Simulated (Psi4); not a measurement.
# doublet AlGeNH4O+ at 3 levels

Aim: a comparison of 3 runs (UHF/6-31G*, UMP2/6-31G*, UCCSD/6-31G*) of doublet AlGeNH4O+. 

Program for the calculation: Psi4 1.11.

1 further run of the same task is left out (set aside as unsound or not needed). Runs told in other sessions of the task aren't counted.

## (1) The system as given

AlGeNH4O+ has 8 atoms, charge +1, and is taken as a doublet. As SMILES of the parent species, `[NH2][GeH]1[O][AlH]1`. The coordinates come from a PBE0-D4/def2-TZVP relaxation. This is one conformer, not always the lowest. That shape belongs to the parent species and isn't relaxed for this state.

Bond lengths: N1–Ge2 1.822 Å, Ge2–O3 1.896 Å, Ge2–Al4 2.331 Å, O3–Al4 1.699 Å, N1–H5 1.009 Å, N1–H6 1.008 Å, Ge2–H7 1.543 Å, Al4–H8 1.577 Å. Some angles: N1–Ge2–O3 114.7°, N1–Ge2–Al4 126.9°, O3–Ge2–Al4 46.0°, Ge2–O3–Al4 80.7°, Ge2–Al4–O3 53.4°, N1–Ge2–H7 103.9°, O3–Ge2–H7 108.8°, Al4–Ge2–H7 128.4°, Ge2–N1–H5 116.8°, Ge2–N1–H6 117.5°.

## (2) Energy and gradient at UHF/6-31G(d) (spherical functions) (run 1)

algeh4no.xyz reads:

```xyz
8
AlGeH4NO
N     -1.000700     1.330400     0.514400
Ge     0.239100     0.000100     0.626900
O      1.177500    -0.346000    -0.983500
Al     0.431500    -1.856900    -0.769100
H     -0.662600     2.276400     0.611900
H     -1.682100     1.271200    -0.226100
H      1.237900     0.511900     1.685400
H      0.351700    -3.244100    -1.515600
```

run_ase.py reads:

```python
import numpy as np
from ase.calculators.psi4 import Psi4
from ase.io import read

a = read('algeh4no.xyz')
calc = Psi4(atoms=a, method='hf', basis='6-31G*', memory='2200MB', num_threads=1, charge=1, multiplicity=2, label='psi4-calc', reference='uhf')
calc.psi4.set_options({'puream': True, 'e_convergence': 1e-09, 'd_convergence': 1e-08, 'scf_type': 'pk', 'maxiter': 100})
a.calc = calc

forces = a.get_forces()
print(f'energy: {a.get_potential_energy():.6f} eV')
print('forces / eV A^-1')
print(np.round(forces, 5))
```

On the command line:

```sh
$ python run_ase.py
```

psi4-calc.dat:

```text
[...]
  Running in c1 symmetry.
[...]
  Nuclear repulsion =  340.293350251446270
[...]
  Multiplicity = 2
[...]
  Nalpha       = 32
  Nbeta        = 31
[...]
    Number of basis functions: 86
[...]
   @UHF iter   1: -2447.21485045630197   -3.32983e+00   2.71838e-02 ADIIS/DIIS
[...]
   @UHF iter  24: -2448.35537509303595   -5.45697e-12   6.48927e-09 DIIS
[...]
   @S^2 Observed:                7.884050367E-01
[...]
    Orbital Energies [Eh]
    ---------------------
    Alpha Occupied:
       1A   -405.488346     2A    -58.726717     3A    -52.422840
       4A    -46.514741     5A    -46.512093     6A    -46.511860
       7A    -20.822983     8A    -15.730903     9A     -7.451549
      10A     -5.429322    11A     -5.423981    12A     -5.422751
      13A     -5.152604    14A     -3.466603    15A     -3.466035
      16A     -3.464102    17A     -1.884395    18A     -1.879985
      19A     -1.876318    20A     -1.875426    21A     -1.872408
      22A     -1.557235    23A     -1.306141    24A     -0.945530
      25A     -0.855406    26A     -0.830104    27A     -0.792397
      28A     -0.769401    29A     -0.708962    30A     -0.680117
      31A     -0.606154    32A     -0.591707
[...]
  @UHF Final Energy: -2448.35537509303595
   => Energetics <=
    Nuclear Repulsion Energy =            340.2933502514462702
    One-Electron Energy =               -4076.2609395706776922
    Two-Electron Energy =                1287.6122142261954195
    Total Energy =                      -2448.3553750930359456
  UHF NO Occupations:
  HONO-2 :   30  A 1.9990495
  HONO-1 :   31  A 1.9832918
  HONO-0 :   32  A 1.0000000
  LUNO+0 :   33  A 0.0167082
  LUNO+1 :   34  A 0.0009505
[...]
 Multipole Moments:
 ------------------------------------------------------------------------------------
     Multipole            Electronic (a.u.)      Nuclear  (a.u.)        Total (a.u.)
 ------------------------------------------------------------------------------------
 L = 1.  Multiply by 2.5417464519 to convert [e a0] to [Debye]
 Dipole X            :          1.3673638           -1.7206821           -0.3533183
 Dipole Y            :         -2.1214213            0.7239704           -1.3974509
 Dipole Z            :          3.4160676           -3.7933523           -0.3772847
 Magnitude           :                                                    1.4899821
[...]
  -Total Gradient:
     Atom            X                  Y                   Z
    ------   -----------------  -----------------  -----------------
       1       -0.005393754325     0.021188978742     0.013364830129
       2        0.001701686159    -0.087305382285    -0.030879419257
       3        0.004898907066     0.001794434472    -0.006764215630
       4       -0.006423157080     0.054844961626     0.043019750475
       5        0.001764382231     0.006810949068    -0.004709568231
       6       -0.002450951458    -0.003191184655    -0.006574726149
       7        0.003492678045     0.012763831824     0.000997023824
       8        0.002410209361    -0.006906588795    -0.008453675174
[...]
```

The script printed:

```text
energy: -66623.143236 eV
forces / eV A^-1
[[ 0.27736 -1.08958 -0.68725]
 [-0.0875   4.48942  1.58788]
 [-0.25191 -0.09227  0.34783]
 [ 0.33029 -2.82024 -2.21216]
 [-0.09073 -0.35023  0.24218]
 [ 0.12603  0.1641   0.33809]
 [-0.1796  -0.65634 -0.05127]
 [-0.12394  0.35515  0.43471]]
```

Wall time 8.1 s (1 thread of Intel Xeon 6975P-C (Granite Rapids), shared host); peak memory 0.34 GiB.

## (3) A single-point energy at UMP2/6-31G(d) (spherical functions) (run 2)

calc.inp reads:

```
memory 2.2 GB

molecule {
  1 2
  N
  Ge 1 1.821938
  O 2 1.895724 1 114.68919
  Al 3 1.698618 2 80.66373 1 -118.38144
  H 1 1.009323 2 116.77169 3 -82.86284
  H 1 1.008043 5 110.6364 2 -138.03046
  H 2 1.542713 1 103.92794 6 170.9387
  H 4 1.577325 3 138.13807 2 178.90689
  symmetry c1
  no_reorient
  no_com
}

set {
  basis           6-31G*
  reference       uhf
  puream          true
  e_convergence   1e-09
  d_convergence   1e-08
  scf_type        pk
  num_frozen_docc 16
  mp2_type        conv
  maxiter         100
}

e_tot, wfn = energy('mp2', return_wfn=True)
```

On the command line:

```sh
$ psi4 -n 1 calc.inp calc.out
```

calc.out:

```text
[...]
  Running in c1 symmetry.
[...]
  Nuclear repulsion =  340.293310816257929
[...]
  Multiplicity = 2
[...]
  Nalpha       = 32
  Nbeta        = 31
[...]
    Number of basis functions: 86
[...]
   @UHF iter   1: -2447.21484977494038   -3.32983e+00   2.71838e-02 DIIS/ADIIS
[...]
   @UHF iter  24: -2448.35537514711405   -4.54747e-12   6.48904e-09 DIIS
[...]
   @S^2 Observed:                7.884050802E-01
[...]
    Orbital Energies [Eh]
    ---------------------
    Alpha Occupied:
       1A   -405.488346     2A    -58.726718     3A    -52.422840
       4A    -46.514741     5A    -46.512093     6A    -46.511860
       7A    -20.822983     8A    -15.730903     9A     -7.451549
      10A     -5.429322    11A     -5.423981    12A     -5.422751
      13A     -5.152604    14A     -3.466603    15A     -3.466035
      16A     -3.464102    17A     -1.884395    18A     -1.879985
      19A     -1.876318    20A     -1.875426    21A     -1.872408
      22A     -1.557235    23A     -1.306141    24A     -0.945530
      25A     -0.855406    26A     -0.830104    27A     -0.792397
      28A     -0.769400    29A     -0.708962    30A     -0.680117
      31A     -0.606154    32A     -0.591707
[...]
  @UHF Final Energy: -2448.35537514711405
   => Energetics <=
    Nuclear Repulsion Energy =            340.2933108162579288
    One-Electron Energy =               -4076.2608616195620925
    Two-Electron Energy =                1287.6121756561901748
    Total Energy =                      -2448.3553751471140458
  UHF NO Occupations:
  HONO-2 :   30  A 1.9990495
  HONO-1 :   31  A 1.9832918
  HONO-0 :   32  A 1.0000000
  LUNO+0 :   33  A 0.0167082
  LUNO+1 :   34  A 0.0009505
[...]
 Multipole Moments:
 ------------------------------------------------------------------------------------
     Multipole            Electronic (a.u.)      Nuclear  (a.u.)        Total (a.u.)
 ------------------------------------------------------------------------------------
 L = 1.  Multiply by 2.5417464519 to convert [e a0] to [Debye]
 Dipole X            :          0.4211622           -1.7013434           -1.2801812
 Dipole Y            :          3.2594709           -3.3526845           -0.0932137
 Dipole Z            :          2.6903714           -1.9337371            0.7566343
 Magnitude           :                                                    1.4899826
[...]
	SCS-MP2 Total Energy (a.u.)        : -2448.94558706830867
	SOS-MP2 Total Energy (a.u.)        : -2448.88668913980155
	SCSN-MP2 Total Energy (a.u.)       : -2448.66635620963098
[...]
	SOS-PI-MP2 Total Energy (a.u.)     : -2448.97524147191643
[...]
	MP2 Total Energy (a.u.)            : -2448.97483059320803
[...]
```

It took 6 s on 1 thread of Intel Xeon 6975P-C (Granite Rapids), shared host; peak memory 0.42 GiB.

## (4) The energy at UCCSD/6-31G(d) (spherical functions) (run 3)

algeh4no.dat reads:

```
memory 2.2 GB

molecule m {
  1 2
  N
  Ge 1 1.821938
  O 2 1.895724 1 114.68919
  Al 3 1.698618 2 80.66373 1 -118.38144
  H 1 1.009323 2 116.77169 3 -82.86284
  H 1 1.008043 5 110.6364 2 -138.03046
  H 2 1.542713 1 103.92794 6 170.9387
  H 4 1.577325 3 138.13807 2 178.90689
  units angstrom
  symmetry c1
}

set basis 6-31G*
set reference uhf
set puream true
set e_convergence 1e-09
set d_convergence 1e-08
set scf_type pk
set num_frozen_docc 16
set maxiter 100

energy("ccsd")
```

On the command line:

```sh
$ psi4 -n 1 algeh4no.dat algeh4no.out
```

algeh4no.out:

```text
[...]
  Running in c1 symmetry.
[...]
  Nuclear repulsion =  340.293310816257929
[...]
  Multiplicity = 2
[...]
  Nalpha       = 32
  Nbeta        = 31
[...]
    Number of basis functions: 86
[...]
   @UHF iter   1: -2447.21484985196594   -3.32983e+00   2.71838e-02 DIIS/ADIIS
[...]
   @UHF iter  24: -2448.35537514711268   -5.00222e-12   6.48896e-09 DIIS
[...]
   @S^2 Observed:                7.884050801E-01
[...]
    Orbital Energies [Eh]
    ---------------------
    Alpha Occupied:
       1A   -405.488346     2A    -58.726718     3A    -52.422840
       4A    -46.514741     5A    -46.512093     6A    -46.511860
       7A    -20.822983     8A    -15.730903     9A     -7.451549
      10A     -5.429322    11A     -5.423981    12A     -5.422751
      13A     -5.152604    14A     -3.466603    15A     -3.466035
      16A     -3.464102    17A     -1.884395    18A     -1.879985
      19A     -1.876318    20A     -1.875426    21A     -1.872408
      22A     -1.557235    23A     -1.306141    24A     -0.945530
      25A     -0.855406    26A     -0.830104    27A     -0.792397
      28A     -0.769400    29A     -0.708962    30A     -0.680117
      31A     -0.606154    32A     -0.591707
[...]
  @UHF Final Energy: -2448.35537514711268
   => Energetics <=
    Nuclear Repulsion Energy =            340.2933108162579288
    One-Electron Energy =               -4076.2608616197057927
    Two-Electron Energy =                1287.6121756563352392
    Total Energy =                      -2448.3553751471126816
  UHF NO Occupations:
  HONO-2 :   30  A 1.9990495
  HONO-1 :   31  A 1.9832918
  HONO-0 :   32  A 1.0000000
  LUNO+0 :   33  A 0.0167082
  LUNO+1 :   34  A 0.0009505
[...]
 Multipole Moments:
 ------------------------------------------------------------------------------------
     Multipole            Electronic (a.u.)      Nuclear  (a.u.)        Total (a.u.)
 ------------------------------------------------------------------------------------
 L = 1.  Multiply by 2.5417464519 to convert [e a0] to [Debye]
 Dipole X            :          0.4211622           -1.7013434           -1.2801812
 Dipole Y            :          3.2594709           -3.3526845           -0.0932137
 Dipole Z            :          2.6903714           -1.9337371            0.7566343
 Magnitude           :                                                    1.4899826
[...]
      * MP2 total energy                      = -2448.974830593195747
[...]
      * CCSD total energy                     = -2448.997421435597516
[...]
```

It took 42 s on 1 thread of Intel Xeon 6975P-C (Granite Rapids), shared host; peak memory 0.49 GiB.

## (5) The series

```
run                               level      task  frozen core orbitals   energy (Eh)  HOMO energy (eV)  LUMO energy (eV)   ⟨S²⟩  wall time
  1    UHF/6-31G* (spherical functions)  gradient                     0  -2448.355375            -15.99             -6.08  0.788      8.1 s
  2   UMP2/6-31G* (spherical functions)    energy                    16  -2448.974831            -15.99             -6.08  0.788        6 s
  3  UCCSD/6-31G* (spherical functions)    energy                    16  -2448.997421            -15.99             -6.08  0.788       42 s
```

## (6) Summary of results

| quantity | value |
| --- | --- |
| run 3: total energy | -2448.99742 Eh |
| run 3: HOMO energy (Hartree–Fock orbitals) (highest over α and β) | -15.99 eV |
| run 3: LUMO energy (Hartree–Fock orbitals) (lowest over α and β) | -6.08 eV |
| run 3: correlation energy (16 core orbitals frozen) | -642.0 mEh |
| run 3: ⟨S²⟩ of the reference determinant | 0.788 |
| run 3: T1 diagnostic | 0.041 |

In words: Below the UHF energy at the same shape and in the same basis (6-31G*): UMP2 -619.5 mEh; UCCSD -642.0 mEh. All runs together took 56 s, the longest 42 s.
